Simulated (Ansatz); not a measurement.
# ClH₃MoO₄: a ladder of functionals and wavefunction methods

One table from this session's results is given with a row withheld; the runs are named, their logs left out.

Computed with Ansatz 0.2.0, Gaussian basis. Level: functionals in def2-TZVPP, the program's frozen cores in correlated methods.

The runs, in order: LDA (SPW92), PBE-D4, revPBE-D4, BLYP-D4, r2SCAN-D4, B97M-V, PBE0-D4, B3LYP-D4, r2SCANh-D4, r2SCAN0-D4, HSE06-D4, BHLYP-D4, CAM-B3LYP-D4, LC-ωPBE, ωB97X-V, ωB97M-V, B2PLYP, PBE-QIDH; CCSD(T)/def2-SVP; CCSD(T)/def2-TZVPP; MP2/def2-QZVPP; extrapolation to the limit; RPA on PBE.

### Structure used throughout

All runs share one geometry, relaxed beforehand with PBE0-D4 in a triple-zeta def2 set. Mo takes the def2 core potential; no spin-orbit term is included.

SMILES `[O]=[Mo]([OH])([OH])([OH])[Cl]`, 9 atoms, charge 0, spin multiplicity 1.

Atoms are counted from 1 here; the program's logs count them from 0.

Bond lengths: O1–Mo2 1.670 Å, Mo2–O3 1.860 Å, Mo2–O4 1.864 Å, Mo2–O5 1.860 Å, Mo2–Cl6 2.418 Å, O3–H7 0.964 Å, O4–H8 0.968 Å, O5–H9 0.964 Å. Angles: O1–Mo2–O3 96.2°, O1–Mo2–O4 92.5°, O1–Mo2–O5 96.2°, O1–Mo2–Cl6 176.3°, O3–Mo2–O4 120.2°, O3–Mo2–O5 117.3°, O3–Mo2–Cl6 85.7°, O4–Mo2–O5 120.3°, O4–Mo2–Cl6 83.8°, O5–Mo2–Cl6 85.7°, Mo2–O3–H7 117.7°, Mo2–O4–H8 110.7°, Mo2–O5–H9 117.7°.

As a file:

```mol
ClH3MoO4
  3D, bonds by distance, orders not assigned

  9  8  0  0  0  0  0  0  0  0999 V2000
    0.4391   -1.0778    1.3582 O   0  0
    0.0263   -0.0896    0.0768 Mo  0  0
    1.7671    0.2508   -0.4838 O   0  0
   -0.9774   -1.4303   -0.7416 O   0  0
   -0.8129    1.2202    1.0973 O   0  0
   -0.6542    1.2241   -1.8361 Cl  0  0
    2.4864   -0.1372    0.0269 H   0  0
   -1.3649   -1.1118   -1.5689 H   0  0
   -0.8211    1.1052    2.0541 H   0  0
  1  2  8  0
  2  3  8  0
  2  4  8  0
  2  5  8  0
  2  6  8  0
  3  7  8  0
  4  8  8  0
  5  9  8  0
M  END
```

Set-up of the first run:

in.yaml

```yaml
crystal:
  periodic: [false, false, false]
  atoms:
    - {symbol: O, position_ang: [0.439150, -1.077768, 1.358186]}
    - {symbol: Mo, position_ang: [0.026312, -0.089610, 0.076786]}
    - {symbol: O, position_ang: [1.767150, 0.250775, -0.483829]}
    - {symbol: O, position_ang: [-0.977373, -1.430283, -0.741557]}
    - {symbol: O, position_ang: [-0.812936, 1.220233, 1.097281]}
    - {symbol: Cl, position_ang: [-0.654241, 1.224068, -1.836123]}
    - {symbol: H, position_ang: [2.486437, -0.137241, 0.026929]}
    - {symbol: H, position_ang: [-1.364877, -1.111758, -1.568881]}
    - {symbol: H, position_ang: [-0.821122, 1.105183, 2.054107]}
basis:
  gaussian: {orbitals: def2-TZVPP}
hamiltonian: {xc: lda}
output: {orbitals: {seedname: orbitals}}
```

Launch:

```bash
ansatz run in.yaml --threads 4 --pin off --events-out ev --progress --plain --max-ram 11315MiB
```

Steps of the session up to this table: LDA; PBE-D4 (GGA); revPBE-D4 (GGA); BLYP-D4 (GGA); r2SCAN-D4 (meta-GGA); B97M-V (meta-GGA); B3LYP-D4 (hybrid); r2SCANh-D4 (hybrid); r2SCAN0-D4 (hybrid); HSE06-D4 (hybrid); BHLYP-D4 (hybrid); CAM-B3LYP-D4 (range-separated); LC-ωPBE (range-separated); ωB97X-V (range-separated); ωB97M-V (range-separated); B2PLYP (double hybrid); PBE-QIDH (double hybrid).

One table of the session follows, with a row left open; its other results are not shown here.

It belongs to the step «Orbital energies across the functionals». 

```
  functional  HOMO (eV)  LUMO (eV)  gap (eV)
 LDA (SPW92)      -7.31      -4.32      2.98
      PBE-D4      -7.10      -4.12      2.98
   revPBE-D4      -7.03      -4.04      2.99
     BLYP-D4      -6.95      -4.03      2.92
   r2SCAN-D4      -7.43      -4.15      3.28
      B97M-V      -7.50      -4.11      3.39
     PBE0-D4      -8.45      -3.48      4.97
    B3LYP-D4      -8.19      -3.70      4.49
  r2SCANh-D4          ?          ?         ?
  r2SCAN0-D4      -8.68      -3.49      5.19
    HSE06-D4      -8.05      -3.85      4.20
    BHLYP-D4      -9.67      -2.68      6.99
CAM-B3LYP-D4      -9.76      -2.46      7.31
     LC-ωPBE     -11.14      -1.32      9.81
     ωB97X-V     -10.77      -1.38      9.38
     ωB97M-V     -10.63      -1.40      9.24
```

**Question.** Estimate the row for r2SCANh-D4.

Worked estimate for «HOMO (eV)». Against the share of exact exchange, r2SCAN-D4 (0, -7.43), r2SCAN0-D4 (0.25, -8.68) give a slope of -5.00 per unit share; at 0.1 the line stands at -7.93.

**Answer.** HOMO (eV): -7.93; LUMO (eV): -3.89; gap (eV): 4.04. In «HOMO (eV)» the line misses by 0.00.
